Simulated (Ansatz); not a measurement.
**CH4BBrOSi: basis-set convergence**

The task here is to estimate one member of a computed series from the others.

Method: one geometry, several basis sets; program: Ansatz 0.2.0, Gaussian basis.

Plan: PBE0-D4/def2-SVP; ωB97M-V/def2-SVP; PBE0-D4/def2-QZVPP; ωB97M-V/def2-QZVPP; the functionals' def2-TZVPP values are taken from earlier runs.

## Structure used throughout

An earlier PBE0-D4 in a triple-zeta def2 set relaxation fixed the geometry.

9 atoms, charge 0, spin multiplicity 1.

Atoms are counted from 1 here; the program's logs count them from 0.

Bond lengths: Br1–B2 1.914 Å, B2–C3 1.591 Å, B2–O5 1.363 Å, C3–Si4 1.862 Å, C3–H6 1.090 Å, C3–H7 1.090 Å, Si4–O5 1.709 Å, Si4–H8 1.482 Å, Si4–H9 1.482 Å. Angles: Br1–B2–C3 130.0°, Br1–B2–O5 122.6°, C3–B2–O5 107.4°, B2–C3–Si4 78.5°, B2–C3–H6 115.1°, B2–C3–H7 115.1°, Si4–C3–H6 118.2°, Si4–C3–H7 118.2°, H6–C3–H7 109.1°, C3–Si4–O5 83.6°, C3–Si4–H8 118.7°, C3–Si4–H9 118.7°, O5–Si4–H8 110.9°, O5–Si4–H9 110.9°, H8–Si4–H9 110.6°, B2–O5–Si4 90.5°.

Set-up of the first run:

Contents of in.yaml:

```yaml
crystal:
  periodic: [false, false, false]
  atoms:
    - {symbol: Br, position_ang: [-1.486837, 2.542894, 0.685254]}
    - {symbol: B, position_ang: [-0.626912, 0.937216, 0.097865]}
    - {symbol: C, position_ang: [0.444862, 0.021340, 0.836160]}
    - {symbol: Si, position_ang: [0.232652, -0.882938, -0.777897]}
    - {symbol: O, position_ang: [-0.873228, 0.374758, -1.118440]}
    - {symbol: H, position_ang: [0.091373, -0.461408, 1.747437]}
    - {symbol: H, position_ang: [1.403492, 0.500801, 1.035229]}
    - {symbol: H, position_ang: [-0.449116, -2.199158, -0.773283]}
    - {symbol: H, position_ang: [1.352214, -0.879806, -1.749422]}
basis:
  gaussian: {orbitals: def2-SVP}
hamiltonian: {xc: pbe0, dispersion: d4}
output: {orbitals: {seedname: orbitals}}
```

Among the steps run: PBE0-D4 in def2-SVP; ωB97M-V in def2-SVP; PBE0-D4 in def2-QZVPP; ωB97M-V in def2-QZVPP.

One table of the session follows, with a row left open; its other results are not shown here.

It belongs to the step «Density functionals: the series». 

| functional | basis | HOMO (eV) | LUMO (eV) |
| --- | --- | --- | --- |
| PBE0-D4 | def2-SVP | -7.96 | -0.27 |
| PBE0-D4 | def2-TZVPP | -8.06 | -0.43 |
| PBE0-D4 | def2-QZVPP | -8.07 | -0.47 |
| ωB97M-V | def2-SVP | -10.12 | 1.88 |
| ωB97M-V | def2-TZVPP | ? | ? |
| ωB97M-V | def2-QZVPP | -10.25 | 1.06 |

Q: Estimate the row for ωB97M-V, def2-TZVPP from the others.

**Answer.** HOMO (eV): -10.24; LUMO (eV): 1.40. In the column «HOMO (eV)» it lies between ωB97M-V, def2-QZVPP (-10.25) and ωB97M-V, def2-SVP (-10.12).
